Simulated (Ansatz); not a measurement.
**CH3Cl2In: basis-set convergence**

One table from this session's results is given with a row withheld; the runs are named, their logs left out.

Computed with Ansatz 0.2.0, Gaussian basis. Level: one geometry, several basis sets.

Levels to be run: PBE0-D4/def2-SVP; ωB97M-V/def2-SVP; PBE0-D4/def2-QZVPP; ωB97M-V/def2-QZVPP; the functionals' def2-TZVPP values are taken from earlier runs.

**The geometry**

An earlier PBE0-D4 in a triple-zeta def2 set relaxation fixed the geometry. In takes the def2 core potential; no spin-orbit term is included.

SMILES `Cl[CH](Cl)[InH2]`, 7 atoms, charge 0, spin multiplicity 1.

Atoms are counted from 1 here; the program's logs count them from 0.

Bond lengths: Cl1–C2 1.766 Å, C2–Cl3 1.805 Å, C2–In4 2.188 Å, C2–H5 1.086 Å, In4–H6 1.711 Å, In4–H7 1.716 Å. Angles: Cl1–C2–Cl3 111.1°, Cl1–C2–In4 116.2°, Cl1–C2–H5 107.0°, Cl3–C2–In4 98.5°, Cl3–C2–H5 105.4°, In4–C2–H5 117.9°, C2–In4–H6 114.7°, C2–In4–H7 116.2°, H6–In4–H7 129.0°.

The first run:

Input file in.yaml:

```yaml
crystal:
  periodic: [false, false, false]
  atoms:
    - {symbol: Cl, position_ang: [-0.817204, -1.640352, 1.429124]}
    - {symbol: C, position_ang: [0.174076, -0.903848, 0.166046]}
    - {symbol: Cl, position_ang: [1.831737, -0.529316, 0.775123]}
    - {symbol: In, position_ang: [-0.402316, 1.111679, -0.460994]}
    - {symbol: H, position_ang: [0.314121, -1.655091, -0.605704]}
    - {symbol: H, position_ang: [-1.046457, 2.090472, 0.785375]}
    - {symbol: H, position_ang: [-0.053957, 1.526446, -2.088970]}
basis:
  gaussian: {orbitals: def2-SVP}
hamiltonian: {xc: pbe0, dispersion: d4}
output: {orbitals: {seedname: orbitals}}
```

Steps of the session up to this table: PBE0-D4 in def2-SVP; ωB97M-V in def2-SVP; PBE0-D4 in def2-QZVPP; ωB97M-V in def2-QZVPP.

One table of the session follows, with a row left open; its other results are not shown here.

It belongs to the step «Density functionals: the series». 

| functional | basis | HOMO (eV) | LUMO (eV) |
| --- | --- | --- | --- |
| PBE0-D4 | def2-SVP | -7.14 | -1.76 |
| PBE0-D4 | def2-TZVPP | -7.25 | -1.86 |
| PBE0-D4 | def2-QZVPP | -7.28 | -1.88 |
| ωB97M-V | def2-SVP | -9.24 | -0.16 |
| ωB97M-V | def2-TZVPP | ? | ? |
| ωB97M-V | def2-QZVPP | -9.44 | -0.42 |

Q: Estimate the row for ωB97M-V, def2-TZVPP from the others.

The run gave: HOMO (eV): -9.39; LUMO (eV): -0.36. In the column «HOMO (eV)» it lies between ωB97M-V, def2-QZVPP (-9.44) and ωB97M-V, def2-SVP (-9.24).
